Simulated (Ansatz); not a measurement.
Crystal: NbTe.

```xyz
2
Lattice="3.7030 0.0000 0.0000 -1.8515 3.2069 0.0000 0.0000 0.0000 3.6942" Properties=species:S:1:pos:R:3 pbc="T T T"
Te    1.8515    1.0690    0.0000
Nb    0.0000    0.0000    1.8471
```

The cell comes from a database or a generator and needn't be the stable form of this composition.

| Quantity | Value |
| --- | --- |
| Program | Ansatz 0.2.0 |
| Task | relaxation of cell and atoms |
| Functional | PBEsol |
| Dispersion | D3(BJ) |
| Potentials or basis | Ansatz PAW |
| Cutoff | 420 eV (not typed: the program's choice for these potentials) |
| k mesh | 8 × 8 × 7 |
| Occupations | fermi-dirac, width 0.05 eV |
| Spin | no spin polarisation |

At the start: volume 21.93 Å³/atom.

Question: Where does the relaxation end?

Answer: It ends after 6 steps and the volume is 20.15 Å³/atom (-8.1 %); space group P-6m2 (No. 187, to 0.05 Å).

Step by step:
| step | energy change (eV) | largest force (eV/Å) | volume (Å³) |
| --- | --- | --- | --- |
| 1 | 0.0000 | 0.0000 | 43.87 |
| 2 | -0.0461 | 0.0000 | 38.10 |
| 3 | -0.1165 | 0.0000 | 40.54 |
| 4 | -0.1193 | 0.0000 | 40.40 |
| 5 | -0.1196 | 0.0000 | 40.31 |
| 6 | -0.1189 | 0.0000 | 40.31 |

Final structure:
```yaml
crystal:
  lattice:
    - [3.56844, 0.00000, 0.00000]
    - [-1.78422, 3.09036, 0.00000]
    - [0.00000, 0.00000, 3.65527]
  atoms:
    - { symbol: Te, position: [0.66667, 0.33333, 0.00000] }
    - { symbol: Nb, position: [0.00000, 0.00000, 0.50000] }
```

Caveat: the plane-wave basis is chosen anew once the cell has moved, so the energies of steps on either side of that aren't comparable; pairwise dispersion overbinds metals, which lowers pressure and volume; the PAW data sets come from PBE, with cores solved anew for the run's functional, which leaves a small shift of forces and pressure.
